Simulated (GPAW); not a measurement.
# Mg6SiB (Amm2) in GPAW: band structure with PBEsol

Aim: the band structure of Mg6SiB with PBEsol.

Program: GPAW 26.7.0. These are calculated values, not measurements. Logs are shortened: lines on timing, memory, paths and dates and some standing lists are left out, and cuts for length are marked. The log counts tension as positive stress, the text compression.

## Step 1: The structure

It takes space group Amm2 (No. 38, orthorhombic). Conventional cell: a = 3.976 Å, b = 7.783 Å, c = 9.876 Å, α = 90.00°, β = 90.00°, γ = 90.00°. Around Si (site symmetry mm2) lie 8 Mg at 2.69 to 3.04 Å. Around Mg (site symmetry mm2) lie 2 Si at 2.76 Å and 8 Mg at 3.03 to 3.16 Å. Mg (site symmetry m) has 1 B at 2.56 Å and 2 Si at 2.69 Å as nearest neighbours. Around Mg (site symmetry mm2) lie 2 B at 2.46 Å. Mg (site symmetry m) is surrounded by 2 B at 2.69 Å and 2 Mg at 2.88 to 2.92 Å and 1 Si at 3.04 Å. B (site symmetry mm2) has 8 Mg at 2.46 to 2.69 Å as nearest neighbours.

The cell comes from a database or a generator and needn't be the stable form of this composition.

## Step 2: Band structure, PBEsol

File run.py:

```python
from ase import Atoms
from ase.dft.bandgap import bandgap
from ase.io import write
from ase.units import GPa
from gpaw import GPAW, PW, setup_paths

setup_paths.insert(0, '.')

atoms = Atoms(['Si', 'Mg', 'Mg', 'Mg', 'Mg', 'Mg', 'Mg', 'B'],
              cell=[[3.975708, 0.0, 0.0],
                    [0.0, 3.89167, 4.938007],
                    [0.0, -3.89167, 4.938007]],
              scaled_positions=[[0.0, 0.946496, 0.946496],
                                [0.5, 0.140363, 0.140363],
                                [0.5, 0.102227, 0.663645],
                                [0.5, 0.663645, 0.102227],
                                [0.0, 0.371365, 0.371365],
                                [0.0, 0.444203, 0.813606],
                                [0.0, 0.813606, 0.444203],
                                [0.5, 0.518093, 0.518093]],
              pbc=True)

calc = GPAW(mode=PW(800),
            xc='PBEsol',
            kpts={'size': (5, 3, 3), 'gamma': True},
            occupations={'name': 'fermi-dirac', 'width': 0.05},
            nbands=54,
            convergence={'density': 1e-05, 'energy': 1e-05},
            maxiter=150,
            txt='gpaw.txt')
atoms.calc = calc
energy = atoms.get_potential_energy()
forces = atoms.get_forces()
stress = atoms.get_stress()
calc.write('gs.gpw')
write('result.traj', atoms)
print(f'Energy: {energy:.6f} eV')
print('Forces (eV/A):')
print(forces.round(4))
print('Stress (GPa):', (stress / GPa).round(3))
print('Fermi level:', round(calc.get_fermi_level(), 4), 'eV')
print(f'Gap: {bandgap(calc)[0]:.4f} eV, direct: {bandgap(calc, direct=True)[0]:.4f} eV')

path = atoms.cell.bandpath('GXSRAZGYX1A1TY,ZT', npoints=80, eps=1e-4)
bs_calc = calc.fixed_density(kpts=path, symmetry='off', nbands=83,
                             convergence={'bands': 'CBM+6.0', 'eigenstates': 1e-6}, txt='bands.txt')
bs = bs_calc.band_structure()
bs.write('bs.json')
print(f'Gap on the path: {bandgap(bs_calc)[0]:.4f} eV')
```

Potentials or basis: PAW data sets generated in the run's folder for this functional, pw.

The run is started by

```sh
gpaw-setup -f PBEsol B Mg Si
OMP_NUM_THREADS=1 python run.py
```

gpaw.txt:

```text
__  _  _
 | _ |_)|_||  |
 |__||  | ||/\| - 26.7.0

Input parameters:
  mode=PW(ecut=800.0),
  convergence={'density': 1e-05, 'energy': 1e-05},
  kpts=MonkhorstPack(size=(5, 3, 3), gamma=True),
  maxiter=150,
  nbands=54,
  occupations=Occupations(name='fermi-dirac', width=0.05),
  xc=XC(name='PBEsol')

Diagonalizing LCAO Hamiltonian
Converting LCAO to pw mode

         Si

         Mg

        Mg   B
               Mg
         Mg
            Mg

             Mg

Atoms  # Å, Bohr magnetons
|   | symbol |        x |         y |        z |    initial magnetic moments |
|---|--------|----------|-----------|----------|-----------------------------|
| 0 |     Si | 0.000000 | -0.000000 | 9.347608 | ( 0.0000,  0.0000,  0.0000) |
| 1 |     Mg | 1.987854 |  0.000000 | 1.386227 | ( 0.0000,  0.0000,  0.0000) |
| 2 |     Mg | 1.987854 | -2.184854 | 3.781881 | ( 0.0000,  0.0000,  0.0000) |
| 3 |     Mg | 1.987854 |  2.184854 | 3.781881 | ( 0.0000,  0.0000,  0.0000) |
| 4 |     Mg | 0.000000 |  0.000000 | 3.667606 | ( 0.0000,  0.0000,  0.0000) |
| 5 |     Mg | 0.000000 | -1.437595 | 6.211070 | ( 0.0000,  0.0000,  0.0000) |
| 6 |     Mg | 0.000000 |  1.437595 | 6.211070 | ( 0.0000,  0.0000,  0.0000) |
| 7 |      B | 1.987854 | -0.000000 | 5.116694 | ( 0.0000,  0.0000,  0.0000) |

Unit cell  # Å
| periodic |        x |         y |        z |  lengths |    angles |
|----------|----------|-----------|----------|----------|-----------|
|      yes | 3.975708 |  0.000000 | 0.000000 | 3.975708 | 76.483671 |
|      yes | 0.000000 |  3.891670 | 4.938007 | 6.287210 | 90.000000 |
|      yes | 0.000000 | -3.891670 | 4.938007 | 6.287210 | 90.000000 |

Number of symmetries: 4
Symmetry operations  # r_c * U_cc + t_c -> r_c
|   | kind |            matrix            |
|---|------|------------------------------|
| 0 |  E   |  1, 0, 0,  0, 1, 0,  0, 0, 1 |
| 1 |  σ   |  1, 0, 0,  0, 0, 1,  0, 1, 0 |
| 2 |  σ   | -1, 0, 0,  0, 1, 0,  0, 0, 1 |
| 3 |  C2  | -1, 0, 0,  0, 0, 1,  0, 1, 0 |

BZ-sampling:
  Number of BZ points: 45
  Number of IBZ points: 12

  Monkhorst-Pack size: [5, 3, 3]
  Monkhorst-Pack shift: [0, 0, 0]

K-points  # in reciprocal-cell coordinates
|     |                                coordinates |     weight |
|-----|--------------------------------------------|------------|
|   0 | (  0.00000000,   0.00000000,   0.00000000) | 0.02222222 |
|   1 | (  0.00000000,   0.33333333,  -0.33333333) | 0.04444444 |
|   2 | (  0.00000000,   0.33333333,   0.00000000) | 0.08888889 |
|   3 | (  0.00000000,   0.33333333,   0.33333333) | 0.04444444 |
|   4 | (  0.20000000,   0.00000000,   0.00000000) | 0.04444444 |
|   5 | (  0.20000000,   0.33333333,  -0.33333333) | 0.08888889 |
|   6 | (  0.20000000,   0.33333333,   0.00000000) | 0.17777778 |
|   7 | (  0.20000000,   0.33333333,   0.33333333) | 0.08888889 |
|   8 | (  0.40000000,   0.00000000,   0.00000000) | 0.04444444 |
|   9 | (  0.40000000,   0.33333333,  -0.33333333) | 0.08888889 |
| ... |                                            |            |
|  11 | (  0.40000000,   0.33333333,   0.33333333) | 0.08888889 |

Plane wave coefficients: 7885
Cutoff: 800.0 eV

Spin-components: 1 (collinear spins)
Bands:           54
Projectors:      40
Spin-degeneracy: 2
Datatype:        complex128

Parallelization:
  kpt:    1
  domain: 1
  band:   1

Density:
  Valence electrons: 67.0
  Components: 1
  Grid points: [27 42 42]
  Charge: 0.0  # |e|

Potential:
  Grid points: [27 42 42]

species:
  Si:
    name:    Silicon
    Z:       14.0
    valence: 4
    core:    10
    charge:  0.0  # [|e|]
    compensation charges:
      type: gauss
      rc: 0.33  # [Å]
      lmax: 2
    cutoffs:
      filter: 1.86  # [Å]
      core: 2.06  # [Å]
    projectors
    | kind |    occ | energy [eV] | rcut [Å] |
    |------|--------|-------------|----------|
    |   3s |  2.000 |     -10.768 |    1.058 |
    |   3p |  2.000 |      -4.057 |    1.058 |
    |    s |        |      16.444 |    1.058 |
    |    p |        |      23.155 |    1.058 |
    |    d |        |       0.000 |    1.058 |

    Using partial waves for Si as LCAO basis

  Mg:
    name:    Magnesium
    Z:       12.0
    valence: 10
    core:    2
    charge:  0.0  # [|e|]
    compensation charges:
      type: gauss
      rc: 0.33  # [Å]
      lmax: 2
    cutoffs:
      filter: 1.86  # [Å]
      core: 0.54  # [Å]
    projectors
    | kind |    occ | energy [eV] | rcut [Å] |
    |------|--------|-------------|----------|
    |   2s |  2.000 |     -79.588 |    1.090 |
    |   3s |  2.000 |      -4.679 |    1.090 |
    |   2p |  6.000 |     -46.550 |    1.085 |
    |   3p |  0.000 |      -1.306 |    1.085 |
    |    d |        |       0.000 |    1.037 |

    Using partial waves for Mg as LCAO basis

  B:
    name:    Boron
    Z:       5.0
    valence: 3
    core:    2
    charge:  0.0  # [|e|]
    compensation charges:
      type: gauss
      rc: 0.20  # [Å]
      lmax: 2
    cutoffs:
      filter: 1.14  # [Å]
      core: 1.42  # [Å]
    projectors
    | kind |    occ | energy [eV] | rcut [Å] |
    |------|--------|-------------|----------|
    |   2s |  2.000 |      -9.361 |    0.635 |
    |   2p |  1.000 |      -3.555 |    0.635 |
    |    s |        |      17.850 |    0.635 |
    |    p |        |      23.657 |    0.635 |
    |    d |        |       0.000 |    0.635 |

    Using partial waves for B as LCAO basis

Reference energy: -41163.666045  # eV

eigensolver:
  PPCG
  Converge bands: occupied
  niter=2

density mixing:
  MSR1-Mixer
  Pratt-step length: 0.05
  Maximum mixing coefficient: 0.75
  Old densities: 10
  SVD Regularization: 0.005
  Good broyden scale: 1.0
  Trust region scale: 1.0
  Backstep threshold: 4.0
  History deletion threshold: 6.0
  Fourier metric: weight=20.0, sigma=0.015

occupation numbers:
  Fermi-Dirac:
    width: 0.0500  # eV

poisson solver:
  ecut: 6400.0  # eV

xc functional:
  name: PBEsol with 2 nearest neighbor stencil

convergence criteria:
[... 6 lines left out ...]
|iter     | |      energy | eigst |  dens |
|---------|-|-------------|-------|-------|
|iter:   1| |  -24.084702 | +0.36 |       |
|iter:   2| |  -23.566488 | -1.60 | -1.20 |
|iter:   3| |  -22.397276 | -1.43 | -1.27 |
|iter:   4| |  -22.366656 | -2.58 | -1.69 |
|iter:   5| |  -22.373266 | -2.68 | -1.92 |
|iter:   6| |  -22.364092 | -3.48 | -2.37 |
|iter:   7| |  -22.363981 | -4.65 | -2.81 |
|iter:   8| |  -22.363984c| -5.58 | -3.44 |
|iter:   9| |  -22.363971c| -6.36 | -3.88 |
|iter:  10| |  -22.363975c| -7.32 | -4.33 |
|iter:  11| |  -22.363976c| -7.91c| -4.99 |
|iter:  12| |  -22.363976c| -8.26c| -5.65c|

Converged in 12 steps
Energy contributions relative to reference atoms: (reference = -41163.666045)

Energy contributions:
  Kinetic:           0.129421
  Coulomb:           9.888673
  Zero:             -0.258068
  External:          0.000000
  Xc:              -32.111941
  Entropy:          -0.024122
  Spinorbit:         0.000000
  ----------------------------
  Free energy:     -22.376037
  Extrapolated:    -22.363976

dipole moment: (-25.844965, 0.000000, 6.899596)  # |e|*Ang

Fermi level: 4.345
Eigenvalues  # (at kpt = [0.000, 0.000, 0.000])
| band index |      eig [eV] | occ [0-2] |
|------------|---------------|-----------|
|          0 |       -71.445 |     2.000 |
|        ... |               |           |
|         25 |        -2.650 |     2.000 |
|         26 |        -0.114 |     2.000 |
|         27 |         0.479 |     2.000 |
|         28 |         1.313 |     2.000 |
|         29 |         1.685 |     2.000 |
|         30 |         2.097 |     2.000 |
[... 8 lines left out ...]
|         39 |         8.667 |     0.000 |
|         40 |         9.370 |     0.000 |
|        ... |               |           |
|         53 |        13.772 |     0.000 |

No gap
No difference between direct/indirect transitions

Forces  # eV/Ang
|        x |        y |        z |
|----------|----------|----------|
|  0.00000 |  0.00000 |  0.09194 |  # Si   0
|  0.00000 |  0.00000 |  0.04572 |  # Mg   1
|  0.00000 |  0.02030 |  0.00776 |  # Mg   2
|  0.00000 | -0.02030 |  0.00776 |  # Mg   3
|  0.00000 |  0.00000 | -0.00460 |  # Mg   4
|  0.00000 | -0.01828 | -0.06442 |  # Mg   5
| -0.00000 |  0.01828 | -0.06442 |  # Mg   6
|  0.00000 |  0.00000 | -0.01981 |  # B    7

Stress tensor  # eV/Ang^3
|        x |        y |        z |
|----------|----------|----------|
| 0.013490 | 0.000000 | 0.000000 |
| 0.000000 | 0.009086 | 0.000000 |
| 0.000000 | 0.000000 | 0.000342 |

# Writing to gs.gpw (mode='')
```

bands.txt:

```text
Diagonalizing LCAO Hamiltonian
Converting LCAO to pw mode
convergence criteria:
- Maximum integral of absolute [eigenst]ate change: 1e-06 eV^2 / valence electron
maximum number of iterations: 150

SCF iterations
|iter     | |      energy | eigst |  dens |
|---------|-|-------------|-------|-------|
|iter:   1| |             | +1.13 |       |
[... 86 lines left out ...]
         [-0.5       , -0.11111111, -0.11111111],
         [-0.5       , -0.16666667, -0.16666667],
         [-0.5       , -0.22222222, -0.22222222],
         [-0.5       , -0.27777778, -0.27777778],
         [-0.5       , -0.33333333, -0.33333333],
         [-0.5       , -0.38888889, -0.38888889],
         [-0.5       , -0.44444444, -0.44444444],
         [-0.5       , -0.5       , -0.5       ]])),
  maxiter=150,
  nbands=83,
  occupations=Occupations(name='fermi-dirac', width=0.05),
  symmetry=Symmetry(point_group=False, time_reversal=False),
  xc=XC(name='PBEsol')
```

Run time: 11 min. Hardware: 1 thread of Arm Neoverse V2, shared host; peak memory 1.4 GiB.

Results:

* Free energy: -22.3760 eV
* Pressure: -1.2 GPa
* Largest force: 0.092 eV/Å
* Band gap along the path: none (metal or under the smearing width)

Forces on the atoms (eV/Å):
```
Si   0.000  0.000  0.092
Mg   0.000  0.000  0.046
Mg   0.000  0.020  0.008
Mg   0.000 -0.020  0.008
Mg   0.000  0.000 -0.005
Mg   0.000 -0.018 -0.064
Mg   0.000  0.018 -0.064
B    0.000  0.000 -0.020
```

Levels at the corners of the path, in eV from the Fermi level:
```
point  band 29  band 30  band 31  band 32  band 33  band 34  band 35  band 36  band 37  band 38
    Γ    -3.03    -2.66    -2.25    -0.81    -0.41     0.31     1.32     1.69     3.74     4.24
    X    -1.50    -0.94    -0.77    -0.43    -0.03     0.52     1.35     1.92     2.31     2.51
    S    -3.18    -2.78    -0.37    -0.24    -0.06     0.22     1.24     1.82     2.18     2.88
    R    -2.47    -2.28    -1.99    -1.60    -1.24    -1.15     0.13     0.33     1.79     2.26
    A    -3.61    -3.32    -2.84    -2.57     0.58     0.81     0.96     1.11     2.13     2.31
    Z    -2.68    -2.16    -2.13    -1.75    -0.70    -0.68    -0.62    -0.41     0.72     0.98
    Γ    -3.03    -2.66    -2.25    -0.81    -0.41     0.31     1.32     1.69     3.74     4.24
    Y    -1.24    -0.51    -0.48    -0.26     0.07     0.09     1.35     1.57     2.24     2.72
   X1    -1.50    -0.94    -0.77    -0.43    -0.03     0.52     1.35     1.92     2.31     2.51
   A1    -3.61    -3.32    -2.84    -2.57     0.58     0.81     0.96     1.11     2.13     2.31
    T    -3.63    -3.39    -3.36    -2.95     0.79     0.95     1.51     1.87     2.04     2.06
    Y    -1.24    -0.51    -0.48    -0.26     0.07     0.09     1.35     1.57     2.24     2.72
    Z    -2.68    -2.16    -2.13    -1.75    -0.70    -0.68    -0.62    -0.41     0.72     0.98
    T    -3.63    -3.39    -3.36    -2.95     0.79     0.95     1.51     1.87     2.04     2.06
```

## Step 3: The reference run

An earlier run on the cell as given: functional PBEsol; potentials or basis PAW data sets generated in the run's folder for this functional; cutoff 800 eV; basis pw; k mesh 7 × 5 × 5; occupations fermi-dirac, width 0.05 eV; no spin polarisation.

- Pressure: -1.1 GPa
- Largest force: 0.098 eV/Å
- Band gap on the k mesh: none (metal or under the smearing width)
